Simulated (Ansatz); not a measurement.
This script makes an atomisation energy of ClF₂GeH, SMILES [F][GeH]([F])[Cl] with Ansatz's Python interface.

The script, `tae_clf2geh.py`:
```python
# -*- coding: utf-8 -*-
"""Energy to split ClF2GeH into its atoms."""

from collections import Counter
from dataclasses import dataclass
import logging
import sys

import ansatz as az

logging.basicConfig(stream=sys.stdout, format="%(levelname)s:%(name)s:%(message)s")
log = logging.getLogger("calc")
log.setLevel(logging.INFO)


@dataclass
class Options:
    basis_set: str = "def2-SVPD"
    xc: str = "B3LYP"


cfg = Options()


def energy_of(molecule, charge=0, unpaired=0):
    calc = molecule.calculation().basis(gaussian=cfg.basis_set).functional(cfg.xc)
    if charge:
        calc = calc.charge(charge)
    if unpaired:
        calc = calc.spin("collinear", total=unpaired)
    report = calc.run(threads=1).report
    if report["published_state_doubts"]:
        print("  doubts:", report["published_state_doubts"])
    return report["free_energy_ev"]

GEOMETRY = """
F     1.64390    0.66850   -0.22410
Ge    0.00400    0.03440    0.08800
F    -1.23770    1.30170   -0.05960
Cl   -0.34350   -1.51700   -1.34950
H    -0.01680   -0.56120    1.50390
"""

system = az.Crystal.molecule()
for line in GEOMETRY.strip().splitlines():
    symbol, *xyz = line.split()
    system = system.atom(symbol, [float(v) for v in xyz])

# Hund ground states
unpaired = {"F": 1, "Ge": 2, "Cl": 1, "H": 1}
counts = Counter(site.symbol for site in system.cartesian_sites)
atom_energy = {s: energy_of(az.Crystal.molecule().atom(s, (0, 0, 0)), 0, unpaired[s]) for s in counts}
whole = energy_of(system, 0, 0)
for s, e in atom_energy.items():
    log.info(f"{s:2s} x{counts[s]}  {e:14.5f} eV")
log.info(f"ClF2GeH: {whole:.5f} eV")
split = sum(counts[s] * e for s, e in atom_energy.items()) - whole
log.info(f"atomisation energy (no zero-point term): {96.485332 * split:.1f} kJ/mol, {split / sum(counts.values()):.3f} eV an atom")
```

What does it cost to take this molecule apart into atoms?

1549.8 kJ/mol from the electronic energies, without the zero-point term.

The run itself:

`python tae_clf2geh.py` gives:
```text
INFO:calc:F  x2     -2711.69859 eV
INFO:calc:Ge x1    -56510.00658 eV
INFO:calc:Cl x1    -12517.67045 eV
INFO:calc:H  x1       -13.63995 eV
INFO:calc:ClF2GeH: -74480.77649 eV
INFO:calc:atomisation energy (no zero-point term): 1549.8 kJ/mol, 3.212 eV an atom
```

Notes:
- The settings weren't tested for convergence.
- The geometry is a force-field or estimated start, not a minimum of this method, and the basis set is short of its limit. All parts are taken at fixed geometry, without zero-point energy.
- b3lyp holds the VWN-RPA fit, as in Gaussian; the form of ORCA and Turbomole is b3lyp5.
- The whole script took 6.8 s on 1 thread of Arm Neoverse V1, with other jobs on the host, peak memory 0.34 GiB.

(A comment or docstring line of the script was reworded after the run, the code is as it ran; lines on the test bed's own set-up are left out of the output.)
